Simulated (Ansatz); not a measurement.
# NiAgO2: the cost of one run

Computed with Ansatz 0.2.0, driven from Python. Level of theory: DFT LDA, plane waves, PAW.

### 1 The system

The structure is hexagonal, space group P6_3/mmc (No. 194). The conventional cell has a = 2.999 Å, b = 2.999 Å, c = 12.315 Å, α = 90.00°, β = 90.00°, γ = 120.00°. Around Ni (site symmetry -3m) lie 6 O at 2.00 Å. Around Ag (site symmetry -6m2) lie 2 O at 2.07 Å. Around O (site symmetry 3m) lie 3 Ni at 2.00 Å and 1 Ag at 2.07 Å.

No structure file is read: the coordinates are typed or built in the script.

### 2 Script

Contents of relax_niago2.py:

```python
"""Relax the ions of NiAgO2 at fixed cell."""

from collections import Counter

import ansatz as az
from ase import Atoms
from ase.data import atomic_numbers
from ase.io import write
from ase.neighborlist import neighbor_list
import numpy as np
from pymatgen.core import Structure
import spglib

SMEARING_WIDTH = 0.05
K_LENGTH = 25
TOLERANCE = 1e-08
FUNCTIONAL = "lda"
FORCE_TOL = 0.03


def main() -> None:
    lattice = az.Lattice.of(
        [2.999163, 0.0, 0.0],
        [-1.499581, 2.597351, 0.0],
        [0.0, 0.0, 12.315127],
    )
    sites = [
        ("Ni", [0.0, 0.0, 0.5]),
        ("Ni", [0.0, 0.0, 0.0]),
        ("Ag", [2 / 3, 1 / 3, 0.75]),
        ("Ag", [1 / 3, 2 / 3, 0.25]),
        ("O", [1 / 3, 2 / 3, 0.418062]),
        ("O", [2 / 3, 1 / 3, 0.918062]),
        ("O", [2 / 3, 1 / 3, 0.581938]),
        ("O", [1 / 3, 2 / 3, 0.081938]),
    ]
    crystal = az.Crystal(lattice=lattice)
    for symbol, position in sites:
        crystal = crystal.atom(symbol, position)
    crystal = crystal.moments(Ni=1.5)

    job = (
        crystal.calculation()
        .occupations(az.OccupationsMethod.FERMI_DIRAC, width=SMEARING_WIDTH)
        .kpoints(length=K_LENGTH)
        .scf(tolerance=TOLERANCE)
        .spin("collinear")
        .functional(FUNCTIONAL)
        .relax(force_tolerance=FORCE_TOL)
    )
    steps = []


    def follow(event):
        if event["event"] != "relax_step":
            return
        row = event["data"]
        steps.append(row)
        print(f"step {row['step']:3d}  E = {row['lagrangian_ev']:.5f} eV  largest force component = {row['allowed_force_max_ev_ang']:.4f} eV/A")


    done = job.session().plan(threads=1).execute(on_event=follow)
    report = done.report

    first, last = steps[0], steps[-1]
    symbols = [site.symbol for site in done.lattice.sites]
    print(f"energy gained {first['lagrangian_ev'] - last['lagrangian_ev']:.4f} eV in {len(steps) - 1} steps")

    print("atom   start x y z (A)              end x y z (A)")
    for symbol, a, b in zip(symbols, first["positions_ang"], last["positions_ang"]):
        print(f"{symbol:3s}", " ".join(f"{v:8.4f}" for v in a), "  ", " ".join(f"{v:8.4f}" for v in b))

    relaxed = Atoms(symbols, positions=[site.position_ang for site in done.lattice.sites], cell=done.lattice.cell_ang, pbc=True)
    write("relaxed.extxyz", relaxed, format="extxyz")

    fractions = [site.position_frac for site in done.lattice.sites]
    numbers = [atomic_numbers[s] for s in symbols]
    for tolerance in (1e-3, 1e-2, 1e-1):
        print(f"space group at {tolerance} A:", spglib.get_spacegroup((done.lattice.cell_ang, fractions, numbers), symprec=tolerance))

    final = Atoms(symbols, positions=last["positions_ang"], cell=done.lattice.cell_ang, pbc=True)
    i, j, d = neighbor_list("ijd", final, 4.5)
    print("neighbours within 1.15 times the shortest distance of each atom (A)")
    for atom in range(len(final)):
        near = [m for m in np.argsort(d) if i[m] == atom]
        shell = [m for m in near if d[m] < 1.15 * d[near[0]]]
        print(f"{symbols[atom]}{atom} ({len(shell)}):", ", ".join(f"{symbols[j[m]]} {d[m]:.3f}" for m in shell))

    print(f"free energy      {report['free_energy_ev']:.5f} eV")
    print(f"per atom         {report['free_energy_ev'] / len(done.lattice.sites):.5f} eV")
    print(f"SCF iterations   {report['n_iterations']}  (converged: {report['converged']})")

    final = Structure(done.lattice.cell_ang, [s.symbol for s in done.lattice.sites], [s.position_frac for s in done.lattice.sites])
    # shortest distances, periodic images included
    shortest = {}
    for site, neighbours in zip(final, final.get_all_neighbors(5.0)):
        for other in neighbours:
            pair = "-".join(sorted((site.specie.symbol, other.specie.symbol)))
            shortest[pair] = min(shortest.get(pair, 9e9), other.nn_distance)
    for pair, distance in sorted(shortest.items(), key=lambda item: item[1]):
        print(f"shortest {pair:6s} {distance:.4f} A")


if __name__ == "__main__":
    main()
```

### 3 Launch

The run is started by

```console
$ python relax_niago2.py
```

What time and memory should one allow on 1 thread of Arm Neoverse V1, shared host?

About 81 s, with a peak of 0.68 GiB.
